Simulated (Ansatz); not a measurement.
# HfN: the crystal squeezed far

An exercise on one series of results from a longer session: the logs are not shown, and one member is left open.

Method: DFT, LDA, PAW with Ansatz's default frozen-core files, scalar-relativistic, in Ansatz 0.2.0.

## The starting structure

Symmetry: Fm-3m, No. 225, cubic system. The conventional cell has a = 4.309 Å, b = 4.309 Å, c = 4.309 Å, α = 90.00°, β = 90.00°, γ = 90.00°. Around Hf (site symmetry m-3m) lie 6 N at 2.15 Å. Around N (site symmetry m-3m) lie 6 Hf at 2.15 Å.

Coordinates:

```xyz
2
Lattice="0.0000 2.1544 2.1544 2.1544 0.0000 2.1544 2.1544 2.1544 0.0000" Properties=species:S:1:pos:R:3 pbc="T T T"
Hf    0.0000    0.0000    0.0000
N     2.1544    2.1544    2.1544
```

Whether this phase is the stable one at these pressures isn't tested.

Atoms are numbered in the order of the input: Hf1, N2.

The first run:

The input, input.yaml:

```yaml
crystal:
  lattice:
    - [0.0, 2.15443469, 2.15443469]
    - [2.15443469, 0.0, 2.15443469]
    - [2.15443469, 2.15443469, 0.0]
  atoms:
    - { symbol: Hf, position: [0.0, 0.0, 0.0] }
    - { symbol: "N", position: [0.5, 0.5, 0.5] }
kpoints:
  mp_grid: { grid: [15, 15, 15] }
scf:
  occupations: { method: fermi_dirac, width: 0.1 }
hamiltonian:
  xc: lda
  pseudopotentials: { kind: paw }
output:
  forces: true
  stress: true
  write_density: true
  write_potential: true
  elf: true
  volumetric_format: npy
relax:
  f_tol: 0.005
  max_steps: 40
  cell: {}
```

Command:

```bash
ansatz run input.yaml --threads 1 --pin off --max-ram 2048MiB --backend cpu --events-out ev --progress --plain --runs-dir out
```

Steps of the session up to this table: Cell relaxed at zero pressure, PAW; More of the same log: cell relaxed at zero pressure; Volume scaled by 1, PAW; Volume scaled by 0.94, PAW; Volume scaled by 0.88, PAW; Volume scaled by 0.8, PAW; Volume scaled by 0.72, PAW; Volume scaled by 0.64, PAW; Volume scaled by 0.64, PAW (partial_waves polarizable); Volume scaled by 0.55, PAW; Volume scaled by 0.55, PAW (partial_waves polarizable).

One of the session's tables, all rows but one given; the rest of the session is left out.

```
                         method  volume over the first  volume (Å³/atom)  pressure (GPa)
                            PAW                      1            11.151            0.02
                            PAW                   0.94            10.482           21.29
                            PAW                   0.88                 ?               ?
                            PAW                    0.8             8.921          107.56
                            PAW                   0.72             8.029          197.19
                            PAW                   0.64             7.137          341.65
                            PAW                   0.55             6.133          624.71
PAW (partial_waves polarizable)                   0.64             7.137          341.65
PAW (partial_waves polarizable)                   0.55             6.133          624.71
```

Estimate the missing values for PAW, 0.88.

The run gave: volume (Å³/atom): 9.813; pressure (GPa): 50.51. In the column «volume (Å³/atom)» it lies between PAW, 0.8 (8.921) and PAW, 0.94 (10.482).
